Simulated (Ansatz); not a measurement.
**Cl₂GeH₆Si₂: how energies converge with the basis set**

The task here is to estimate one member of a computed series from the others.

Method: one geometry, several basis sets; program: Ansatz 0.2.0, Gaussian basis.

Plan: PBE0-D4/def2-SVP; ωB97M-V/def2-SVP; PBE0-D4/def2-QZVPP; ωB97M-V/def2-QZVPP; the functionals' def2-TZVPP values are taken from earlier runs.

## The geometry

All runs share one geometry, relaxed beforehand with PBE0-D4 in a triple-zeta def2 set.

SMILES `[SiH3][Ge]([SiH3])([Cl])[Cl]`, 11 atoms, charge 0, spin multiplicity 1.

Atoms are counted from 1 here; the program's logs count them from 0.

Bond lengths: Si1–Ge2 2.387 Å, Si1–H6 1.485 Å, Si1–H7 1.485 Å, Si1–H8 1.482 Å, Ge2–Si3 2.387 Å, Ge2–Cl4 2.170 Å, Ge2–Cl5 2.170 Å, Si3–H9 1.485 Å, Si3–H10 1.482 Å, Si3–H11 1.485 Å. Angles: Ge2–Si1–H6 108.7°, Ge2–Si1–H7 108.7°, Ge2–Si1–H8 107.8°, H6–Si1–H7 110.0°, H6–Si1–H8 110.8°, H7–Si1–H8 110.8°, Si1–Ge2–Si3 123.8°, Si1–Ge2–Cl4 106.4°, Si1–Ge2–Cl5 106.4°, Si3–Ge2–Cl4 106.4°, Si3–Ge2–Cl5 106.4°, Cl4–Ge2–Cl5 106.5°, Ge2–Si3–H9 108.7°, Ge2–Si3–H10 107.8°, Ge2–Si3–H11 108.7°, H9–Si3–H10 110.8°, H9–Si3–H11 110.0°, H10–Si3–H11 110.8°.

Set-up of the first run:

Input file in.yaml:

```yaml
crystal:
  periodic: [false, false, false]
  atoms:
    - {symbol: Si, position_ang: [-2.102296, 0.356433, 0.189551]}
    - {symbol: Ge, position_ang: [0.157350, 0.358836, -0.579431]}
    - {symbol: Si, position_ang: [1.931962, -0.805240, 0.512820]}
    - {symbol: Cl, position_ang: [0.110657, -0.373112, -2.621787]}
    - {symbol: Cl, position_ang: [0.764563, 2.439586, -0.685588]}
    - {symbol: H, position_ang: [-2.138512, 0.928557, 1.559140]}
    - {symbol: H, position_ang: [-2.596826, -1.043366, 0.210037]}
    - {symbol: H, position_ang: [-2.901573, 1.182636, -0.746550]}
    - {symbol: H, position_ang: [2.060976, -0.284400, 1.897195]}
    - {symbol: H, position_ang: [3.175367, -0.564008, -0.257562]}
    - {symbol: H, position_ang: [1.603731, -2.252923, 0.542776]}
basis:
  gaussian: {orbitals: def2-SVP}
hamiltonian: {xc: pbe0, dispersion: d4}
output: {orbitals: {seedname: orbitals}}
```

The run is started by

```bash
$ ansatz run in.yaml --threads 4 --pin off --events-out ev --progress --plain --max-ram 11315MiB
```

Steps of the session up to this table: PBE0-D4 in def2-SVP; ωB97M-V in def2-SVP; PBE0-D4 in def2-QZVPP; ωB97M-V in def2-QZVPP.

One table of the session follows, with a row left open; its other results are not shown here.

It belongs to the step «Density functionals: the series». 

```
functional       basis  HOMO (eV)
   PBE0-D4    def2-SVP      -7.72
   PBE0-D4  def2-TZVPP      -7.80
   PBE0-D4  def2-QZVPP      -7.82
   ωB97M-V    def2-SVP      -9.64
   ωB97M-V  def2-TZVPP      -9.76
   ωB97M-V  def2-QZVPP          ?
```

**Question.** Estimate the row for ωB97M-V, def2-QZVPP.

As computed: HOMO (eV): -9.79. In the column «HOMO (eV)» it is the lowest.
